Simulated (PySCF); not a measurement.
# NaAu with other numerical set-ups

Aim: see how much the energy and properties of NaAu depend on the numerical set-up.

The runs use PySCF 2.14.0; method and basis as typed in the scripts.

2 further runs of the same task are left out: 2 that didn't finish.

**1. Starting geometry**

NaAu: 2 atoms, charge 0, spin multiplicity 1.

Bond lengths: Na1–Au2 2.800 Å.

**2. The base run**

Input file input.py:

```python
from pyscf import gto, scf, mp

mol = gto.M(
    atom='Na 0 0 0; Au 0 0 2.8',
    basis='x2c-svpall',
    charge=0,
    spin=0,
    verbose=4,
)
mf = scf.UHF(mol)
mf = mf.sfx2c1e()
mf.kernel()
mp.MP2(mf, frozen=24).kernel()
mf.dip_moment()
print('orbital energies (hartree):', [e[max(0, n-3):n+3].round(4) for e, n in zip(mf.mo_energy, mol.nelec)])
```

On the command line:

```console
> OMP_NUM_THREADS=1 python input.py
```

Its log is not repeated here.

In short: E(SCF) = -19172.980777 Eh, 13 cycles, E(MP2) − E(SCF) = -0.38268 Eh, μ = 7.06 D (of the SCF density).

The bond length is a typed value, not an optimised one.

**3. Def2-svp (core potential on, X2C off)**

Run 1 changes basis set: x2c-svpall → def2-svp; core potential: off → on; spin-free X2C: on → off; frozen orbitals: 24 → 1. The core potential changes with it: totals don't compare.

Input file input.py:

```python
from pyscf import gto, scf, mp

mol = gto.M(
    atom='Na 0 0 0; Au 0 0 2.8',
    basis='def2-svp',
    ecp={'Au': 'def2-svp'},
    charge=0,
    spin=0,
    verbose=4,
)
mf = scf.UHF(mol)
mf.kernel()
mp.MP2(mf, frozen=1).kernel()
mf.dip_moment()
print('orbital energies (hartree):', [e[max(0, n-3):n+3].round(4) for e, n in zip(mf.mo_energy, mol.nelec)])
```

On the command line:

```console
> OMP_NUM_THREADS=1 python input.py
```

**4. Ano-rcc-vdzp**

Run 2 changes basis set: x2c-svpall → ano-rcc-vdzp.

input.py, as its differences from that of step 2:

```diff
@@ -4,3 +4,3 @@
     atom='Na 0 0 0; Au 0 0 2.8',
-    basis='x2c-svpall',
+    basis='ano-rcc-vdzp',
     charge=0,
```

**5. Jorge-dzp-dkh**

Run 3 changes basis set: x2c-svpall → jorge-dzp-dkh.

input.py, as its differences from that of step 2:

```diff
@@ -4,3 +4,3 @@
     atom='Na 0 0 0; Au 0 0 2.8',
-    basis='x2c-svpall',
+    basis='jorge-dzp-dkh',
     charge=0,
```

Q: Predict the outcome of this session. Wanted: for each run, E(SCF); from base; gap; SCF dipole; after the SCF.

As calculated:

```tsv
run	E(SCF) (hartree)	from base (eV)	cycles	gap (eV)	SCF dipole (D)	functions	after the SCF
base	-19172.980777	0	13	5.98	7.06	81	MP2 correlation -10.413 eV, core frozen
def2-svp (core potential on, X2C off)	-296.611686	not comparable	15	5.94	7.01	47	MP2 correlation -10.371 eV, core frozen
ano-rcc-vdzp	-19173.981257	-27.2244	10	5.94	6.86	77	MP2 correlation -17.320 eV, core frozen
jorge-dzp-dkh	-19140.433198	+885.6647	16	5.93	6.94	87	MP2 correlation -13.808 eV, core frozen
```

The largest comparable shift of the SCF energy, +885.665 eV, comes with the run “jorge-dzp-dkh”. ano-rcc-vdzp (77 functions) gives an energy 27.22 eV lower than x2c-svpall (81); size alone doesn't order basis sets of different families. jorge-dzp-dkh (87 functions) gives an energy 885.66 eV higher than x2c-svpall (81); size alone doesn't order basis sets of different families. The dearest run is “ano-rcc-vdzp”, at 42 s against 11 s.
